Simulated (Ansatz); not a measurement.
Run this with the Ansatz DFT code, driven from Python and show what comes out.

`fdcheck_hfc.py`:
```python
'''Do the forces of HfC match the slope of the free energy with displaced atoms.'''

import ansatz as az
import numpy as np

VECTORS = np.array([
    [3.3578, 0.00334, -0.05252],
    [-1.67601, 2.92689, 0.01149],
    [-0.08174, -0.02654, 5.25088],
])
SITES = [
    ('Hf', (0.73005, 0.38069, 0.77412)),
    ('Hf', (0.29976, 0.68405, 0.2451)),
    ('C', (0.97677, 0.98083, 0.96182)),
    ('C', (0.9706, 0.97667, 0.48992)),
]


def make_crystal(cell):
    crystal = az.Crystal(lattice=az.Lattice.of(cell))
    for symbol, position in SITES:
        crystal = crystal.atom(symbol, position)
    return crystal

def solve(crystal):
    return (
        crystal.calculation()
        .functional('pbesol')
        .occupations(az.OccupationsMethod.FERMI_DIRAC, width=0.05)
        .basis(540, xc_grid=2)
        .kpoints(5, 5, 3)
        .scf(tolerance=1e-09)
        .forces()
        .stress()
        .run(threads=1)
    ).report


centre = solve(make_crystal(VECTORS))
start = make_crystal(VECTORS)
# central difference: F = -(E(+h) - E(-h)) / 2h
print(f'force on atom 0 along z: analytic {centre["forces_ev_ang"][0][2]:.4f} eV/A')
for h in (0.004, 0.016):
    shift = np.eye(3)[2] * h @ np.linalg.inv(VECTORS)
    plus, minus = (solve(start.move(0, to=np.array(SITES[0][1]) + sign * shift))['lagrangian_ev'] for sign in (1, -1))
    print(f'  step {h} A: numerical {-(plus - minus) / (2 * h):.4f} eV/A')
# P = -dF/dV; the difference feels the change of the plane-wave count with the cell
volume = abs(np.linalg.det(VECTORS))
larger, smaller = (solve(make_crystal(VECTORS * (1 + sign * 0.005) ** (1 / 3)))['lagrangian_ev'] for sign in (1, -1))
numerical = -(larger - smaller) / (0.01 * volume) * 160.21766
print(f'pressure: analytic {np.trace(centre["stress_gpa"]) / 3:.3f}, numerical {numerical:.3f} GPa')
```

```console
$ python fdcheck_hfc.py
DeckWarning: output.stress: scf.convergence.dr2_threshold = 1e-9 eV is looser than the 4e-10 eV advised for a printed stress (1e-10 eV for each atom of the cell: 4). What an SCF threshold leaves in a [...]
force on atom 0 along z: analytic -4.3317 eV/A
  step 0.004 A: numerical -4.3317 eV/A
  step 0.016 A: numerical -4.3315 eV/A
pressure: analytic -2.390, numerical -2.386 GPa
```
(Warnings from the package without file and line, shortened.)

Caveats:
- No spin polarisation was allowed.
- For a metal this k-point mesh is coarse: on a finer one energies can move by several to tens of meV an atom and pressures by half a GPa or more, differences at one mesh by less.
- Pressure is positive in compression.
- Spin-orbit coupling, which matters for elements this heavy, is left out.
- The cell is a database structure, distorted on purpose.
- The central difference errs as the square of the step, so the shorter step is the fairer test; what remains comes from the finite grid and the SCF threshold.
- Hardware and time: 63 s on 1 thread of Intel(R) Xeon(R) Processor @ 2.30GHz, with other jobs on the host, peak memory 0.55 GiB.
